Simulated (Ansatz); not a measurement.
# C2H5Al (SMILES C=[CH][AlH2]): HF/STO-3G

Aim: the electronic atomisation energy of C2H5Al at HF/STO-3G, from 4 runs. 

The results are computed with Ansatz 0.2.0.

33 further runs of the same task are left out: 33 set aside as unsound or not needed.

### 1 The structure to begin with

C2H5Al: 8 atoms, total charge 0, spin state singlet. SMILES: `C=[CH][AlH2]`. Geometry: relaxed at PBE0-D4/def2-TZVP.

Bond lengths: C1–C2 1.337 Å, C2–Al3 1.938 Å, C1–H4 1.089 Å, C1–H5 1.089 Å, C2–H6 1.090 Å, Al3–H7 1.588 Å, Al3–H8 1.588 Å. Angles: C1–C2–Al3 119.6°, C1–C2–H6 116.7°, Al3–C2–H6 123.7°, C2–C1–H4 121.7°, C2–C1–H5 123.0°, C2–Al3–H7 122.1°, C2–Al3–H8 116.8°, H4–C1–H5 115.3°, H7–Al3–H8 121.2°.

### 2 A single-point energy at HF/STO-3G

input.yaml

```yaml
crystal:
  periodic: [false, false, false]
  atoms:
    - {symbol: C, position_ang: [-1.029900, 0.829200, -0.357000]}
    - {symbol: C, position_ang: [0.199000, 0.651000, 0.138100]}
    - {symbol: Al, position_ang: [0.930800, -1.139300, 0.262000]}
    - {symbol: H, position_ang: [-1.636900, -0.008600, -0.695500]}
    - {symbol: H, position_ang: [-1.495000, 1.809300, -0.451900]}
    - {symbol: H, position_ang: [0.735600, 1.546100, 0.452700]}
    - {symbol: H, position_ang: [2.384000, -1.417900, 0.837700]}
    - {symbol: H, position_ang: [0.004400, -2.327000, -0.241900]}
basis:
  gaussian:
    orbitals: STO-3G
hamiltonian:
  xc: hf
accuracy: high
output: {orbitals: {seedname: orbitals}}
```

On the command line:

```
$ ansatz run input.yaml --threads 1 --pin off --max-ram 3480MiB --events-out events.jsonl --progress --plain --runs-dir runs
```

Output:

```text
Warning: RAYON_NUM_THREADS=1 ignored (pool sized by the plan → 1); use --threads N
Functional definition: HF
  name "HF"
  exchange = exact_x
  correlation = 0
450 factors; integrals over basis functions are off by at most 4.4e-9 eV
mean field evaluation 1: about -8616.1363 eV, gradient 1.4e1 eV
mean field evaluation 2: about -8616.1860 eV, gradient 1.4e1 eV
mean field evaluation 4: about -8617.0963 eV, gradient 9.1e-1 eV
mean field evaluation 8: about -8617.0989 eV, gradient 1.7e-2 eV
mean field -8617.09886243 eV, -316.6725423148 hartree, gradient 5.5e-8 eV, S^2 0.000000; 0 other end points of the search recorded, 0 dependent functions left out
reference -8617.09886243 eV, -316.6725423148 hartree; 15, 15 occupied and 9, 9 virtual orbitals, 450 factors
Total energy: -8617.09886243 eV, -316.6725423148 hartree
```

Run time: 0.14 s. Hardware: 1 thread of Arm Neoverse V2, shared host.

### 3 The Al atom at the same level

run.yaml

```yaml
crystal:
  periodic: [false, false, false]
  atoms:
    - {symbol: Al, position_ang: [0.000000, 0.000000, 0.000000]}
basis:
  gaussian: {orbitals: STO-3G}
magnetization: {spin_polarized: true, initial_magnetization: 1}
hamiltonian: {xc: hf}
accuracy: high
```

On the command line:

```
$ ansatz run run.yaml --threads 1 --pin off --max-ram 3480MiB --events-out events.jsonl --progress --plain --runs-dir runs
```

Output:

```text
Warning: RAYON_NUM_THREADS=1 ignored (pool sized by the plan → 1); use --threads N
[... 4 set-up lines as earlier in the session ...]
42 factors; integrals over basis functions are off by at most 1.7e-9 eV
mean field evaluation 1: about -6499.6647 eV, gradient 7.7e-1 eV
mean field evaluation 2: about -6499.6653 eV, gradient 7.7e-1 eV
mean field evaluation 4: about -6499.6671 eV, gradient 3.6e-6 eV
mean field evaluation 8: about -6499.6667 eV, gradient 3.4e-1 eV
mean field -6499.66714747 eV, -238.8583620369 hartree, gradient 5.8e-9 eV, S^2 0.750003; 0 other end points of the search recorded, 0 dependent functions left out
reference -6499.66714747 eV, -238.8583620369 hartree; 7, 6 occupied and 2, 3 virtual orbitals, 42 factors
Total energy: -6499.66714747 eV, -238.8583620369 hartree
```

It took 0.04 s on 1 thread of Arm Neoverse V2, shared host.

### 4 The C atom, same level

input.yaml

```yaml
crystal:
  periodic: [false, false, false]
  atoms:
    - symbol: C
      position_ang: [0.000000, 0.000000, 0.000000]
basis:
  gaussian:
    orbitals: STO-3G
magnetization:
  spin_polarized: true
  initial_magnetization: 2
hamiltonian:
  xc: hf
accuracy: high
```

Run the same way, it converges to -37.19839 Eh (log not shown).

### 5 The H atom at the same level

molecule.yaml

```yaml
basis:
  gaussian:
    orbitals: STO-3G
crystal:
  periodic: [false, false, false]
  atoms:
    - {symbol: H, position_ang: [0.000000, 0.000000, 0.000000]}
hamiltonian:
  xc: hf
accuracy: high
magnetization:
  spin_polarized: true
  initial_magnetization: 1
```

Run the same way, it converges to -0.46658 Eh (log not shown).

### 6 What came out

At HF/STO-3G:

```
                     quantity          value
       molecule: total energy  -316.67254 Eh
        molecule: HOMO energy       -8.12 eV
        molecule: LUMO energy        7.56 eV
      molecule: HOMO–LUMO gap       15.68 eV
        Al atom: total energy  -238.85836 Eh
                Al atom: ⟨S²⟩          0.750
         C atom: total energy   -37.19839 Eh
                 C atom: ⟨S²⟩          2.000
         H atom: total energy    -0.46658 Eh
                 H atom: ⟨S²⟩          0.750
electronic atomisation energy      29.510 eV
```

Taking the molecule apart into free atoms costs 29.51 eV (681 kcal/mol), before zero-point energy and without spin-orbit coupling. Hartree–Fock lacks the correlation of the bonding pairs, which as a rule makes this value much too low; in minimal bases other errors can mask that. In a minimal basis such a difference can be off by several eV, whatever the method.
